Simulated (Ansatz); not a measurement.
# C₂H₆SSi: one species, many methods

Aim: compute C₂H₆SSi with functionals from several rungs and with coupled cluster, and see how far each lands from CCSD(T) at the basis-set limit for the atomisation energy.

Computed with Ansatz 0.2.0, Gaussian basis. Level: functionals in def2-TZVPP, the program's frozen cores in correlated methods.

Levels to be run: LDA (SPW92), PBE-D4, revPBE-D4, BLYP-D4, r2SCAN-D4, B97M-V, PBE0-D4, B3LYP-D4, r2SCANh-D4, r2SCAN0-D4, HSE06-D4, BHLYP-D4, CAM-B3LYP-D4, LC-ωPBE, ωB97X-V, ωB97M-V, B2PLYP, PBE-QIDH; CCSD(T)/def2-SVP; CCSD(T)/def2-TZVPP; MP2/def2-QZVPP; extrapolation to the limit; RPA on PBE.

### Step 1. The geometry

The geometry comes from an earlier relaxation with PBE0-D4 in a triple-zeta def2 set; it is a stationary point, not always the lowest conformer.

10 atoms, charge 0, spin multiplicity 1.

Atoms are counted from 1 here; the program's logs count them from 0.

Bond lengths: S1–C2 1.785 Å, S1–H5 1.343 Å, C2–C3 1.546 Å, C2–Si4 1.856 Å, C2–H6 1.086 Å, C3–Si4 1.844 Å, C3–H7 1.085 Å, C3–H8 1.085 Å, Si4–H9 1.475 Å, Si4–H10 1.478 Å. Angles: C2–S1–H5 98.6°, S1–C2–C3 114.3°, S1–C2–Si4 121.2°, S1–C2–H6 114.0°, C3–C2–Si4 64.9°, C3–C2–H6 114.2°, Si4–C2–H6 118.6°, C2–C3–Si4 65.7°, C2–C3–H7 115.7°, C2–C3–H8 115.6°, Si4–C3–H7 120.1°, Si4–C3–H8 118.5°, H7–C3–H8 113.1°, C2–Si4–C3 49.4°, C2–Si4–H9 118.3°, C2–Si4–H10 118.6°, C3–Si4–H9 119.9°, C3–Si4–H10 119.0° and more.

Geometry (Å):

| atom | x (Å) | y (Å) | z (Å) |
| --- | --- | --- | --- |
| S1 | -1.6757 | 0.4358 | -1.2106 |
| C2 | -0.0750 | 0.5864 | -0.4349 |
| C3 | 0.8106 | -0.6746 | -0.5556 |
| Si4 | 0.3002 | -0.2675 | 1.1693 |
| H5 | -2.4089 | 1.0760 | -0.2856 |
| H6 | 0.4399 | 1.5154 | -0.6624 |
| H7 | 1.8334 | -0.5032 | -0.8745 |
| H8 | 0.3487 | -1.5266 | -1.0440 |
| H9 | -0.7766 | -1.0394 | 1.8184 |
| H10 | 1.2866 | 0.3466 | 2.0829 |

### Step 2. LDA

This LDA is Slater exchange with PW92 correlation.

Input file in.yaml:

```yaml
crystal:
  periodic: [false, false, false]
  atoms:
    - {symbol: S, position_ang: [-1.675721, 0.435790, -1.210555]}
    - {symbol: C, position_ang: [-0.074981, 0.586433, -0.434850]}
    - {symbol: C, position_ang: [0.810581, -0.674647, -0.555589]}
    - {symbol: Si, position_ang: [0.300200, -0.267541, 1.169301]}
    - {symbol: H, position_ang: [-2.408908, 1.075953, -0.285566]}
    - {symbol: H, position_ang: [0.439894, 1.515403, -0.662450]}
    - {symbol: H, position_ang: [1.833387, -0.503171, -0.874532]}
    - {symbol: H, position_ang: [0.348660, -1.526571, -1.044045]}
    - {symbol: H, position_ang: [-0.776565, -1.039388, 1.818385]}
    - {symbol: H, position_ang: [1.286552, 0.346641, 2.082903]}
basis:
  gaussian: {orbitals: def2-TZVPP}
hamiltonian: {xc: lda}
output: {orbitals: {seedname: orbitals}}
```

Launch:

```
$ ansatz run in.yaml --threads 2 --pin off --events-out ev --progress --plain --max-ram 4352MiB
```

Further steps of the session: PBE-D4 (GGA); revPBE-D4 (GGA); BLYP-D4 (GGA); r2SCAN-D4 (meta-GGA); B97M-V (meta-GGA); PBE0-D4 (hybrid); B3LYP-D4 (hybrid); r2SCANh-D4 (hybrid); r2SCAN0-D4 (hybrid); HSE06-D4 (hybrid); BHLYP-D4 (hybrid); CAM-B3LYP-D4 (range-separated); LC-ωPBE (range-separated); ωB97X-V (range-separated); ωB97M-V (range-separated); B2PLYP (double hybrid); PBE-QIDH (double hybrid); CCSD(T) in def2-SVP; CCSD(T) in def2-TZVPP; MP2 in def2-QZVPP; RPA on PBE orbitals.

**Question.** What will the summary of the whole plan be? Wanted: atomisation energy, CCSD(T)/CBS; farthest beyond LDA; mean size of error, GGA; mean size of error, meta-GGA; mean size of error, hybrid; mean size of error, range-separated; mean size of error, double hybrid; gap, smallest and largest; T1 diagnostic.

As calculated:

| quantity | value |
| --- | --- |
| atomisation energy, CCSD(T)/CBS | 3446.2 kJ/mol |
| functionals within 17.2 kJ/mol (0.5 %) | revPBE-D4, r2SCAN-D4, PBE0-D4, B3LYP-D4, r2SCANh-D4, CAM-B3LYP-D4, PBE-QIDH |
| farthest beyond LDA | BHLYP-D4 (-88.3 kJ/mol) |
| mean size of error, GGA | 33.6 kJ/mol |
| mean size of error, meta-GGA | 21.3 kJ/mol |
| mean size of error, hybrid | 25.9 kJ/mol |
| mean size of error, range-separated | 15.1 kJ/mol |
| mean size of error, double hybrid | 29.3 kJ/mol |
| gap, smallest and largest | 4.19 eV (LDA (SPW92)), 10.95 eV (LC-ωPBE) |
| T1 diagnostic | 0.0116 |
| triples share of the correlation energy | 4.3 % |

**Reading.** The LDA atomisation energy is off by 492.8 kJ/mol (14 %): it overbinds. PBE-D4 misses by +59.5 kJ/mol. Double hybrids carry the basis error of their MP2 part in triple zeta, and no dispersion term here, so their miss is partly the set-up's. By mean error the best rung here is range-separated (15.1 kJ/mol) and the worst beyond LDA is GGA (33.6 kJ/mol). The gap between the best rungs is small, so their order is not settled. Misses under about 17.2 kJ/mol are within the doubt on the reference itself, which lacks core-valence correlation, relativity and higher excitations. Hartree-Fock recovers 73 % of the binding; the rest is correlation. CCSD(T) in def2-SVP is off by -205.4 kJ/mol, so the small basis spoils what the method gains. The gap grows from 4.2 to 10.9 eV across the functionals, mostly with the share of exact exchange.
